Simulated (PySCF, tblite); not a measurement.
# C₅H₁₁NSi: geometry, infrared bands and NMR shifts

What infrared bands and NMR shifts should C₅H₁₁NSi (`C#CC[C@@H](C)N[SiH3]`) show?

Computed with tblite 0.8.0 and PySCF 2.14.0, with density-fitted response routines of our own, on a single molecule in the gas phase. Atoms count from 0, in the outputs and in this text.

### 1 The molecule as given

18 atoms, charge 0, multiplicity 1; geometry from: force field or distance geometry start.

Bonds of the start (Å): C0–C1 1.21, C1–C2 1.48, C2–C3 1.54, C3–C4 1.52, C3–N5 1.43, N5–Si6 1.76, C0–H7 1.06, C2–H8 1.09, C2–H9 1.11, C3–H10 1.11, C4–H11 1.10, C4–H12 1.11, C4–H13 1.11, N5–H14 1.04, Si6–H15 1.46, Si6–H16 1.48, Si6–H17 1.48.

### 2 Relaxing the molecule with GFN2-xTB

Job settings and geometry (Å):

```
{"job": {"kind": "relax", "xc": "GFN2-xTB", "basis": "xTB"}, "charge": 0, "multiplicity": 1}
C      2.493800     1.689100    -0.571500
C      2.054900     0.577600    -0.396500
C      1.537700    -0.788700    -0.137600
C      0.036400    -0.675800     0.191700
C     -0.009000     0.174600     1.444700
N     -0.712000    -0.157200    -0.917300
Si    -2.447500     0.017400    -0.661500
H      2.873300     2.665600    -0.714700
H      1.731000    -1.437300    -0.992300
H      2.085500    -1.169700     0.747200
H     -0.312200    -1.703500     0.425000
H     -0.945700     0.086200     2.007300
H      0.802400    -0.198700     2.107900
H      0.252800     1.206000     1.126400
H     -0.481600    -0.617600    -1.815600
H     -2.937900    -0.335000     0.668900
H     -3.232700    -0.765100    -1.638800
H     -2.798100     1.438400    -0.884900
```

The run is started by

```console
> OMP_NUM_THREADS=1 python probes_run.py task.json out
```

The driver reads the jobs from task.json and runs them one after another.

**Question.** This job is followed by: GFN2-xTB harmonic vibrations, gas phase; GIAO PBE0/pcSseg-1 NMR shielding, non-relativistic, gas phase. Predict these results of the whole session: strongest single infrared mode (GFN2-xTB); zero-point energy (GFN2-xTB); ¹³C shifts against TMS (PBE0/pcSseg-1); ¹H shifts against TMS (PBE0/pcSseg-1, means over atoms taken as alike); ¹⁵N shifts against NH3 (PBE0/pcSseg-1); ²⁹Si shifts against TMS (PBE0/pcSseg-1).

**Answer**, as computed:

| quantity | value |
| --- | --- |
| strongest single infrared mode (GFN2-xTB) | 2156 cm⁻¹, 397 km/mol |
| zero-point energy (GFN2-xTB) | 88.8 kcal/mol |
| ¹³C shifts against TMS (PBE0/pcSseg-1) | 86.3, 78.3, 51.2, 31.5, 23.8 ppm |
| ¹H shifts against TMS (PBE0/pcSseg-1, means over atoms taken as alike) | 4.68, 2.83, 2.66, 2.34, 1.46, 1.31, 0.70 ppm |
| ¹⁵N shifts against NH3 (PBE0/pcSseg-1) | 36.0 ppm |
| ²⁹Si shifts against TMS (PBE0/pcSseg-1) | -60.2 ppm |

In words: Relaxing lowered the energy by 0.554 eV in 139 steps; the close pair that moved most is N5–Si6, from 1.763 to 1.714 Å. All 48 modes are real, so the xTB geometry is a minimum. The strongest single mode, at 2156 cm⁻¹, moves mainly H17. Unscaled tight-binding wavenumbers are off by several per cent, some by more. Its intensities can rank the bands wrongly. At PBE0/pcSseg-1: The largest span, 287 ppm, is at C1, where the paramagnetic term is -165 ppm.
